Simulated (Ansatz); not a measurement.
# Cs3AlAg: a trial structure relaxed

Where does Cs3AlAg go from the start given, hexagonal perovskite (2H) type (P6_3/mmc, No. 194)?

Computed with Ansatz 0.2.0 (DFT PBE, scalar-relativistic, plane waves, PAW, unless a step's input says otherwise).

**1. The structure to begin with**

Symmetry: P6_3/mmc, No. 194, hexagonal system. Conventional cell: a = 7.773 Å, b = 7.773 Å, c = 6.641 Å, α = 90.00°, β = 90.00°, γ = 120.00°. Cs (site symmetry mm2) is surrounded by 2 Ag at 2.57 Å. Al (site symmetry -6m2) has 12 Cs at 3.90 to 4.17 Å in its first shell of neighbours. Ag (site symmetry -3m) is surrounded by 6 Cs at 2.57 Å.

As a file:

```
Cs Al Ag
1.0
     7.77295    0.00000    0.00000
    -3.88648    6.73157    0.00000
     0.00000    0.00000    6.64084
Cs Al Ag
6 2 2
Direct
  0.14600 0.29200 0.25000
  0.85400 0.14600 0.75000
  0.85400 0.70800 0.75000
  0.14600 0.85400 0.25000
  0.70800 0.85400 0.25000
  0.29200 0.14600 0.75000
  0.33333 0.66667 0.75000
  0.66667 0.33333 0.25000
  0.00000 0.00000 0.50000
  0.00000 0.00000 0.00000
```

(A quick probe on a coarse mesh, which set the mesh and smearing, is not shown.)

**3. Coarse relaxation**

input.yaml

```yaml
crystal:
  lattice:
    - [7.7729531422, 0.0, 0.0]
    - [-3.8864765711, 6.7315748836, 0.0]
    - [0.0, 0.0, 6.6408356331]
  atoms:
    - { symbol: Cs, position: [0.146, 0.2919999999, 0.25] }
    - { symbol: Cs, position: [0.854, 0.146, 0.75] }
    - { symbol: Cs, position: [0.854, 0.7080000001, 0.75] }
    - { symbol: Cs, position: [0.146, 0.854, 0.25] }
    - { symbol: Cs, position: [0.7080000001, 0.854, 0.25] }
    - { symbol: Cs, position: [0.2919999999, 0.146, 0.75] }
    - { symbol: Al, position: [0.3333333333, 0.6666666667, 0.75] }
    - { symbol: Al, position: [0.6666666667, 0.3333333333, 0.25] }
    - { symbol: Ag, position: [0.0, 0.0, 0.5] }
    - { symbol: Ag, position: [0.0, 0.0, 0.0] }
basis:
  ecutwfc: 420
kpoints:
  mp_grid: { grid: [3, 3, 4] }
hamiltonian:
  xc: pbe
scf:
  occupations: { method: gaussian, width: 0.1 }
  lower_state_search: "off"
output:
  forces: true
  stress: true
  eigenvalues: true
relax:
  adjacent_minimum: "off"
  f_tol: 0.04
  max_steps: 70
  cell: { stress_tol: 0.4 }
```

Started as:

```bash
ansatz run input.yaml --threads 1 --pin off --max-ram 2560MiB --backend cpu --events-out ev --progress --plain --runs-dir out
```

Further runs follow: the relaxation.

Before running it: what results should come out?

The runs gave:

Formation energies count from the elements, computed with the same settings in runs not shown here.

| quantity | value |
| --- | --- |
| cell | a = 11.088 Å, b = 11.088 Å, c = 5.569 Å, α = 90.00°, β = 90.00°, γ = 120.00° |
| space group | P6_3/mmc (No. 194) |
| volume | 59.30 Å³/atom |
| gap on the mesh | none (metal) |
| formation energy from the elements | +0.320 eV/atom |

**Reading.** The space group stayed P6_3/mmc, and from the first guess the volume went from 34.75 to 59.30 Å³/atom. The formation energy of +0.32 eV/atom is positive, so the elements lie lower than this structure; another structure of the compound can lie lower.
